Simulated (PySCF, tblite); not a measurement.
# C₁₁H₁₀N₂Se: excited states

What do calculations give for the excited states of C₁₁H₁₀N₂Se (`C[Se]c1cccc(-c2ccccn2)n1`)?

Programs: tblite 0.8.0 and PySCF 2.14.0, with routines of our own; each step states its level. All values are computed. Atoms count from 0.

## (1) The starting structure

24 atoms, charge 0, multiplicity 1; geometry from: force field or distance geometry start.

## (2) Optimising the geometry with GFN2-xTB

The job: settings as JSON, then the geometry in Å.

```
{"job": {"kind": "relax", "xc": "GFN2-xTB", "basis": "xTB"}, "charge": 0, "multiplicity": 1}
C      3.920900     1.477400    -0.584000
Se     3.499700     0.002800    -1.786900
C      2.153800    -0.652800    -0.585800
C      2.459400    -1.569900     0.396500
C      1.452500    -2.031100     1.265700
C      0.144100    -1.554200     1.108500
C     -0.137800    -0.616200     0.096200
C     -1.505800    -0.085800    -0.081500
C     -1.792200     0.845900    -1.092000
C     -3.105400     1.325400    -1.235900
C     -4.112300     0.868900    -0.392500
C     -3.799900    -0.064500     0.600800
N     -2.526100    -0.513900     0.738000
N      0.872700    -0.198800    -0.720100
H      3.006600     2.120100    -0.443700
H      4.720200     2.095300    -1.013900
H      4.247500     1.092900     0.403700
H      3.471800    -1.947800     0.516700
H      1.683400    -2.745000     2.040000
H     -0.616900    -1.911100     1.786900
H     -1.027700     1.218100    -1.754800
H     -3.330800     2.052300    -2.011200
H     -5.116300     1.243600    -0.485500
H     -4.573100    -0.431800     1.265200
```

The run is started by

```bash
OMP_NUM_THREADS=1 python excited_run.py task.json out
```

One launch serves the whole session: the jobs run in the order shown.

Output:

```text
step      E/eV     max force
  0   -1023.91367    2.925
  1   -1024.13093    1.058
  2   -1024.19170    0.848
  3   -1024.25019    0.516
  4   -1024.28180    0.416
  5   -1024.30597    0.304
  6   -1024.32327    0.290
  7   -1024.34090    0.335
  8   -1024.35520    0.369
  9   -1024.36536    0.283
 10   -1024.37084    0.158
 11   -1024.37435    0.113
 12   -1024.37673    0.110
 13   -1024.37830    0.118
 14   -1024.37966    0.092
 15   -1024.38080    0.076
 16   -1024.38153    0.057
 17   -1024.38195    0.055
 18   -1024.38225    0.045
 19   -1024.38254    0.048
 20   -1024.38276    0.036
 21   -1024.38289    0.025
 22   -1024.38297    0.024
 23   -1024.38304    0.021
 24   -1024.38310    0.021
 25   -1024.38315    0.014
 26   -1024.38319    0.015
 27   -1024.38323    0.013
 28   -1024.38328    0.018
 29   -1024.38334    0.020
 30   -1024.38341    0.023
 31   -1024.38349    0.026
 32   -1024.38357    0.020
 33   -1024.38363    0.020
 34   -1024.38370    0.021
 35   -1024.38376    0.022
 36   -1024.38385    0.022
 37   -1024.38395    0.027
 38   -1024.38406    0.024
 39   -1024.38416    0.022
 40   -1024.38423    0.017
 41   -1024.38427    0.012
 42   -1024.38431    0.014
 43   -1024.38434    0.014
 44   -1024.38438    0.017
 45   -1024.38443    0.015
 46   -1024.38447    0.016
 47   -1024.38450    0.015
 48   -1024.38453    0.013
 49   -1024.38455    0.013
 50   -1024.38458    0.014
 51   -1024.38461    0.015
 52   -1024.38467    0.019
 53   -1024.38473    0.025
 54   -1024.38481    0.022
 55   -1024.38488    0.016
 56   -1024.38494    0.015
 57   -1024.38500    0.018
 58   -1024.38508    0.019
 59   -1024.38516    0.017
 60   -1024.38522    0.015
 61   -1024.38526    0.011
 62   -1024.38530    0.013
 63   -1024.38534    0.016
 64   -1024.38538    0.017
 65   -1024.38543    0.014
 66   -1024.38548    0.017
 67   -1024.38555    0.024
 68   -1024.38567    0.028
 69   -1024.38584    0.028
 70   -1024.38602    0.025
 71   -1024.38615    0.025
 72   -1024.38628    0.027
 73   -1024.38638    0.034
 74   -1024.38650    0.032
 75   -1024.38662    0.022
 76   -1024.38677    0.025
 77   -1024.38685    0.024
 78   -1024.38715    0.042
 79   -1024.38750    0.048
 80   -1024.38806    0.070
 81   -1024.38871    0.109
 82   -1024.38414    0.369
 83   -1024.39017    0.064
 84   -1024.39114    0.063
 85   -1024.39525    0.253
 86   -1024.39717    0.079
 87   -1024.39944    0.061
 88   -1024.40057    0.171
 89   -1024.40210    0.076
 90   -1024.40345    0.071
 91   -1024.40867    0.158
 92   -1024.41123    0.128
 93   -1024.41442    0.169
 94   -1024.41985    0.143
 95   -1024.42327    0.246
 96   -1024.42654    0.206
 97   -1024.43450    0.354
 98   -1024.44223    0.185
 99   -1024.45126    0.215
100   -1024.45757    0.295
101   -1024.46804    0.356
102   -1024.47675    0.154
103   -1024.48127    0.166
104   -1024.48619    0.154
105   -1024.49010    0.116
106   -1024.49358    0.106
107   -1024.49597    0.101
108   -1024.49849    0.124
109   -1024.50211    0.118
110   -1024.50578    0.128
111   -1024.50819    0.109
112   -1024.51001    0.084
113   -1024.51142    0.108
114   -1024.51253    0.083
115   -1024.51354    0.075
116   -1024.51442    0.062
117   -1024.51572    0.073
118   -1024.51722    0.089
119   -1024.51882    0.096
120   -1024.52061    0.086
121   -1024.52264    0.100
122   -1024.52472    0.090
123   -1024.52659    0.111
124   -1024.52846    0.116
125   -1024.53081    0.114
126   -1024.53428    0.176
127   -1024.53859    0.218
128   -1024.54272    0.158
129   -1024.54554    0.145
130   -1024.54799    0.104
131   -1024.54987    0.107
132   -1024.55190    0.098
133   -1024.55358    0.093
134   -1024.55512    0.093
135   -1024.55638    0.081
136   -1024.55721    0.074
137   -1024.55769    0.037
138   -1024.55792    0.031
139   -1024.55807    0.026
140   -1024.55819    0.020
141   -1024.55832    0.020
142   -1024.55845    0.022
143   -1024.55861    0.025
144   -1024.55880    0.032
145   -1024.55900    0.033
146   -1024.55920    0.033
147   -1024.55942    0.033
148   -1024.55972    0.041
149   -1024.56014    0.050
150   -1024.56070    0.060
151   -1024.56144    0.069
152   -1024.56241    0.073
153   -1024.56344    0.061
154   -1024.56428    0.098
155   -1024.56492    0.077
156   -1024.56571    0.043
157   -1024.56645    0.051
158   -1024.56701    0.057
159   -1024.56779    0.055
160   -1024.56841    0.051
161   -1024.56916    0.064
162   -1024.56991    0.056
163   -1024.57056    0.064
164   -1024.57073    0.075
165   -1024.57128    0.068
166   -1024.57160    0.063
167   -1024.57251    0.056
168   -1024.57308    0.058
169   -1024.57400    0.057
170   -1024.57474    0.051
171   -1024.57438    0.151
172   -1024.57569    0.042
173   -1024.57611    0.036
174   -1024.57704    0.058
175   -1024.57749    0.042
176   -1024.57777    0.038
177   -1024.57802    0.023
178   -1024.57810    0.022
179   -1024.57817    0.017
180   -1024.57826    0.015
181   -1024.57830    0.015
182   -1024.57836    0.015
183   -1024.57841    0.013
184   -1024.57845    0.013
185   -1024.57849    0.019
186   -1024.57855    0.019
187   -1024.57861    0.018
188   -1024.57868    0.015
189   -1024.57875    0.017
190   -1024.57883    0.019
191   -1024.57894    0.022
192   -1024.57906    0.023
193   -1024.57916    0.018
194   -1024.57926    0.020
195   -1024.57935    0.023
196   -1024.57950    0.028
197   -1024.57967    0.029
198   -1024.57990    0.037
199   -1024.58011    0.031
200   -1024.58029    0.040
201   -1024.58042    0.029
202   -1024.58053    0.045
203   -1024.58068    0.024
204   -1024.58082    0.014
205   -1024.58088    0.015
206   -1024.58095    0.018
207   -1024.58100    0.017
208   -1024.58105    0.014
209   -1024.58108    0.012
210   -1024.58111    0.016
211   -1024.58116    0.022
212   -1024.58122    0.020
213   -1024.58131    0.025
214   -1024.58142    0.033
215   -1024.58156    0.038
216   -1024.58174    0.038
217   -1024.58196    0.035
218   -1024.58210    0.063
219   -1024.58249    0.042
220   -1024.58289    0.046
221   -1024.58339    0.050
222   -1024.58367    0.061
223   -1024.58408    0.054
224   -1024.58450    0.051
225   -1024.58515    0.057
226   -1024.58564    0.048
227   -1024.58424    0.177
228   -1024.58626    0.044
229   -1024.58648    0.043
230   -1024.58680    0.033
231   -1024.58699    0.032
232   -1024.58739    0.048
233   -1024.58758    0.060
234   -1024.58786    0.037
235   -1024.58799    0.036
236   -1024.58814    0.028
237   -1024.58825    0.032
238   -1024.58846    0.031
239   -1024.58885    0.032
240   -1024.58926    0.037
241   -1024.58962    0.051
242   -1024.58998    0.058
243   -1024.59036    0.080
244   -1024.59092    0.067
245   -1024.59168    0.057
246   -1024.59219    0.068
247   -1024.59327    0.084
248   -1024.59445    0.081
249   -1024.59583    0.098
250   -1024.59762    0.084
251   -1024.59889    0.094
252   -1024.60008    0.085
253   -1024.60012    0.101
254   -1024.60116    0.145
255   -1024.60162    0.045
256   -1024.60216    0.056
257   -1024.60300    0.087
258   -1024.60345    0.070
259   -1024.60424    0.076
260   -1024.60492    0.042
261   -1024.60542    0.101
262   -1024.60600    0.058
263   -1024.60654    0.045
264   -1024.60699    0.041
265   -1024.60724    0.047
266   -1024.60750    0.033
267   -1024.60765    0.036
268   -1024.60778    0.024
269   -1024.60790    0.033
270   -1024.60803    0.029
271   -1024.60814    0.024
272   -1024.60827    0.025
273   -1024.60838    0.027
274   -1024.60853    0.024
275   -1024.60870    0.023
276   -1024.60890    0.030
277   -1024.60910    0.028
278   -1024.60927    0.027
279   -1024.60940    0.032
280   -1024.60949    0.041
281   -1024.60965    0.026
282   -1024.60984    0.018
283   -1024.61000    0.014
284   -1024.61013    0.015
285   -1024.61021    0.018
286   -1024.61025    0.013
287   -1024.61028    0.008
```

It took 3.1 s on 1 thread of Arm Neoverse V2, shared host; peak memory 0.17 GiB.

Step by step: (not every step is listed)

```
step  energy from step 0 (eV)  largest force (eV/Å)
   0                   0.0000                2.9247
   1                  -0.2173                1.0578
   2                  -0.2780                0.8475
   3                  -0.3365                0.5163
   4                  -0.3681                0.4155
   5                  -0.3923                0.3035
   6                  -0.4096                0.2901
   7                  -0.4272                0.3352
   8                  -0.4415                0.3689
  35                  -0.4701                0.0215
  62                  -0.4716                0.0130
  89                  -0.4884                0.0764
 116                  -0.6007                0.0618
 143                  -0.6449                0.0251
 170                  -0.6611                0.0513
 197                  -0.6660                0.0286
 224                  -0.6708                0.0508
 251                  -0.6852                0.0943
 278                  -0.6956                0.0270
 282                  -0.6962                0.0180
 283                  -0.6963                0.0141
 284                  -0.6965                0.0148
 285                  -0.6965                0.0184
 286                  -0.6966                0.0132
 287                  -0.6966                0.0083
```

Close pairs (by a distance rule), those that changed most:

```
   bond  before (Å)  after (Å)  change (Å)
 C2–N13       1.366      1.313      -0.052
 C7–N12       1.377      1.332      -0.045
C11–N12       1.358      1.318      -0.040
 C0–H14       1.126      1.086      -0.040
 C6–N13       1.364      1.333      -0.031
  C3–C4       1.408      1.381      -0.027
  C8–C9       1.405      1.383      -0.023
 C0–H16       1.109      1.086      -0.023
```

The final coordinates are the input of the step that follows.

## (3) Harmonic vibrations with GFN2-xTB

The job: settings as JSON, then the geometry in Å.

```
{"job": {"kind": "ir", "xc": "GFN2-xTB", "basis": "xTB"}, "charge": 0, "multiplicity": 1}
C      2.902239     1.698040    -1.380124
Se     3.828550     0.183118    -0.588119
C      2.310786    -0.727421     0.111596
C      2.462339    -1.922151     0.812732
C      1.317935    -2.527476     1.294068
C      0.087431    -1.930963     1.061399
C      0.046361    -0.735781     0.347378
C     -1.229932    -0.062120     0.073679
C     -1.269065     1.144218    -0.627246
C     -2.495444     1.740178    -0.856516
C     -3.640752     1.117759    -0.382777
C     -3.496285    -0.080676     0.302518
N     -2.332472    -0.656456     0.526798
N      1.152018    -0.152076    -0.115163
H      2.201638     1.326021    -2.122426
H      3.654832     2.331761    -1.841876
H      2.377353     2.232303    -0.593184
H      3.447587    -2.339870     0.961555
H      1.380410    -3.454565     1.845457
H     -0.834610    -2.361703     1.413977
H     -0.347472     1.583120    -0.972535
H     -2.559598     2.674865    -1.395760
H     -4.618068     1.547552    -0.538792
H     -4.357516    -0.607912     0.693717
```

Output:

```text
mode    cm-1     km/mol
  1      30.9      1.12
  2      51.2      2.60
  3      77.5      0.27
  4      87.1      4.42
  5     131.7      0.02
  6     153.2      0.34
  7     160.8      5.94
  8     206.6      0.02
  9     233.9      2.11
 10     280.5      2.84
 11     328.6      0.52
 12     364.8      2.44
 13     383.5      2.53
 14     420.6      0.09
 15     447.6      0.32
 16     566.8      0.16
 17     582.0     18.01
 18     597.1      4.42
 19     604.2      4.78
 20     652.2     15.15
 21     689.1      7.92
 22     710.5      0.21
 23     764.5     39.40
 24     791.5     19.35
 25     796.4      2.03
 26     876.3     17.42
 27     883.2      0.11
 28     890.5      6.58
 29     895.4      2.11
 30     918.5      0.11
 31     929.0      0.02
 32     936.6      0.08
 33     985.8     29.48
 34    1007.1      0.40
 35    1084.1     43.80
 36    1088.8     11.25
 37    1100.9      1.35
 38    1124.4      2.53
 39    1131.8     76.69
 40    1153.3      0.78
 41    1160.6      1.03
 42    1243.3      0.49
 43    1273.1      6.22
 44    1274.3      6.21
 45    1297.7     47.25
 46    1312.3     16.11
 47    1382.0     80.51
 48    1402.2     21.96
 49    1414.2      4.31
 50    1414.3     16.10
 51    1426.2      7.21
 52    1449.3      5.25
 53    1546.0    157.17
 54    1552.6     34.08
 55    1567.4      4.36
 56    1579.1     55.02
 57    3012.5      3.24
 58    3025.0      7.93
 59    3031.0      8.35
 60    3049.6     38.24
 61    3068.7     28.13
 62    3069.3     20.18
 63    3080.1     36.32
 64    3094.6     49.94
 65    3115.2     10.26
 66    3122.9      5.42
```

Run time: 1.4 s. Hardware: 1 thread of Arm Neoverse V2, shared host; peak memory 0.17 GiB.

The strongest bands and the atoms that carry them (share of the mass-weighted mode):

```
cm⁻¹  km/mol                                   atoms
 764    39.4  H22 17 %, H17 13 %, H19 12 %, H21 12 %
1084    43.8                       C2 13 %, C11 10 %
1132    76.7             H18 24 %, C2 22 %, H19 14 %
1298    47.2   N12 21 %, C7 16 %, C11 13 %, C10 11 %
1382    80.5    C3 13 %, H17 12 %, N13 12 %, C2 11 %
1546   157.2               C4 22 %, C3 20 %, C6 16 %
1579    55.0              C11 26 %, C8 24 %, C9 17 %
3095    49.9                                H22 86 %
```

## (4) Excited states: TDA B3LYP/def2-SVP

Settings changed since step 3:

```diff
@@ -1,2 +1,2 @@
-{"job": {"kind": "ir", "xc": "GFN2-xTB", "basis": "xTB"}, "charge": 0, "multiplicity": 1}
+{"job": {"kind": "states", "xc": "B3LYP", "basis": "def2-SVP", "tda": true, "soc": true, "nstates": 8, "ntriplets": 6, "nquad": 4}, "charge": 0, "multiplicity": 1}
 C      2.902239     1.698040    -1.380124
```

Level: TDA B3LYP/def2-SVP excited states, vertical, gas phase, spin-orbit mean-field couplings.

Output:

```text
coarse grid: 99272 points
cycle   1  E = -2935.5377274782  dE =  1.556e+00  |g| = 4.992e-01  |ddm| = 6.308e+00
cycle   2  E = -2935.5098206126  dE =  2.791e-02  |g| = 6.259e-01  |ddm| = 1.480e+00
cycle   3  E = -2935.5995626984  dE = -8.974e-02  |g| = 1.141e-01  |ddm| = 7.727e-01
cycle   4  E = -2935.6021600947  dE = -2.597e-03  |g| = 5.302e-02  |ddm| = 1.746e-01
cycle   5  E = -2935.6027820273  dE = -6.219e-04  |g| = 2.080e-02  |ddm| = 8.394e-02
cycle   6  E = -2935.6028971201  dE = -1.151e-04  |g| = 6.136e-03  |ddm| = 3.394e-02
cycle   7  E = -2935.6029063215  dE = -9.201e-06  |g| = 1.820e-03  |ddm| = 9.743e-03
final grid: 212072 points
cycle   8  E = -2935.6028929204  dE =  1.904e-06  |g| = 3.233e-03  |ddm| = 6.824e-03
cycle   9  E = -2935.6028850263  dE =  7.894e-06  |g| = 6.185e-03  |ddm| = 1.073e-02
cycle  10  E = -2935.6028956669  dE = -1.064e-05  |g| = 6.289e-04  |ddm| = 7.435e-03
cycle  11  E = -2935.6028957644  dE = -9.749e-08  |g| = 9.040e-05  |ddm| = 7.906e-04
cycle  12  E = -2935.6028957665  dE = -2.094e-09  |g| = 1.416e-05  |ddm| = 1.249e-04
cycle  13  E = -2935.6028957665  dE = -4.366e-11  |g| = 2.921e-06  |ddm| = 1.776e-05
converged SCF energy = -2935.6028957665

Singlet excitations
state   eV       nm        f     d(h-e)  d(exc)  Lambda  PR(NTO)  |dmu|/D   mu/D   main configurations
  1   3.5174   352.5   0.05193   3.575   4.953   0.451   1.039   10.350    9.522   H->L 0.95
  2   4.1838   296.3   0.00177   0.172   3.422   0.492   1.021    0.364    1.770   H-2->L 0.98
  3   4.3159   287.3   0.03460   4.387   5.637   0.449   1.051   13.155   12.048   H->L+1 0.94
  4   4.5936   269.9   0.00001   0.421   3.446   0.445   1.071    1.464    1.281   H-3->L 0.96
  5   4.8142   257.5   0.35379   1.764   4.192   0.603   1.859                     H->L+2 0.63, H-1->L 0.25
  6   4.9307   251.5   0.00062   0.716   3.210   0.486   1.163                     H-2->L+1 0.83
  7   4.9802   249.0   0.00107   0.650   2.992   0.504   1.062                     H->L+3 0.95
  8   5.0592   245.1   0.36063   1.129   4.288   0.682   1.985                     H-1->L 0.55, H->L+2 0.26

Triplet excitations (Tamm-Dancoff)
state   eV     d(h-e)  d(exc)  Lambda  PR(NTO)   main configurations
  1   2.9749   1.990   4.233   0.481   1.037   H->L 0.85, H-1->L 0.10
  2   3.6252   1.438   3.614   0.551   1.548   H->L+1 0.44, H->L+2 0.24, H-1->L 0.21
  3   3.7861   0.359   3.133   0.491   1.137   H-2->L 0.83
  4   3.7981   1.098   3.978   0.660   1.834   H-1->L 0.57, H->L+1 0.20
  5   4.1166   0.588   3.051   0.458   1.614   H-3->L 0.60, H-2->L+1 0.25
  6   4.3151   2.286   4.338   0.598   1.253   H->L+2 0.42, H-1->L+1 0.27, H->L+1 0.16
S1 - T1 = 0.5425 eV

Spin-orbit couplings |<S|Hso|T>| (cm-1)
             T1       T2       T3       T4       T5       T6
S0        0.738    4.815   11.132    1.765   27.037    7.569
S1        0.291    0.231  115.342   10.305  199.356    0.445
S2      113.060   56.305    6.252   68.824    0.105    7.418
S3        0.249    0.225   11.126    0.639   51.398    0.484
S4      166.661   92.307    8.680   97.492    2.430   13.650
S5        0.824    1.881    3.494    1.601   17.940    0.517
S6       21.843   58.199    5.340   56.362    0.339   14.455
S7       12.625   89.535    5.037   54.617    2.023   31.674
S8        0.865    2.584   23.395    1.997   46.517    1.230
T1 sublevels (cm-1): 0.000 0.263 0.286   radiative rates (1/s): 56.9 0.643 7.7
```

Run time: 2 min. Hardware: 1 thread of Arm Neoverse V2, shared host; peak memory 1.3 GiB.

Key values:

```
  quantity    value
S1 less T1  0.54 eV
```

## (5) Summary of results

```
                                 quantity                  value
strongest single infrared mode (GFN2-xTB)  1546 cm⁻¹, 157 km/mol
             zero-point energy (GFN2-xTB)         111.6 kcal/mol
  S1 less T1 (step 4, TDA B3LYP/def2-SVP)                0.54 eV
```

In words: No mode is imaginary among the 66: a minimum at this level. The strongest single mode, at 1546 cm⁻¹, is spread over several atoms, C4, C3, C6 among them. GFN2-xTB is a fitted tight-binding method: band positions and strengths are rough. Its intensities can rank the bands wrongly. Scalar relativity is left out for the heavy atoms. In step 4 hole and electron of S1 lie 3.6 Å apart, a charge-transfer state, which a functional without long-range exact exchange places too low; S1, its gap to T1 and the count of triplets below it are unsure. In step 4, the number of triplets below S1 is 1, and the largest singlet-triplet spin-orbit coupling is S1–T5, 199.36 cm⁻¹.
